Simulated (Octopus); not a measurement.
**CoO in Octopus: the effect of starting spin order**

Crystal: CoO.

```
Co O
1.0
     0.00000    2.13150    2.13150
     2.13150    0.00000    2.13150
     2.13150    2.13150    0.00000
Co O
1 1
Direct
  0.00000 0.00000 0.00000
  0.50000 0.50000 0.50000
```

Alike in all runs:

- Program: Octopus 16.4
- Task: single point
- Functional: PBE
- Potentials or basis: pseudodojo_pbe (PseudoDojo 0.5, PBE)
- Grid spacing: 0.137 Å
- k mesh: 9 × 9 × 9
- Occupations: fermi-dirac, width 0.05 eV

| starting spin order | energy over the lowest run (meV/atom) | final net moment (μB) | final largest site moment (μB) |
| --- | --- | --- | --- |
| ferromagnetic start | 0.0 | 2.99 | 2.67 |
| ferromagnetic start larger moments | 0.0 | 2.99 | 2.67 |
| no spin | ? | ? | ? |
| random start | 0.0 | 2.99 | 2.67 |

Task: What does the run with starting spin order no spin give?

Result: Energy over the lowest run 315.6 meV/atom; final net moment 0.00 μB; final largest site moment 0.00 μB.

Caveats: a cell with one magnetic atom can't hold antiferromagnetic order, which such compounds often take (some runs); an odd number of electrons without spin polarisation forces a metal (some runs); a magnetic or distorted state may lie lower (some runs).
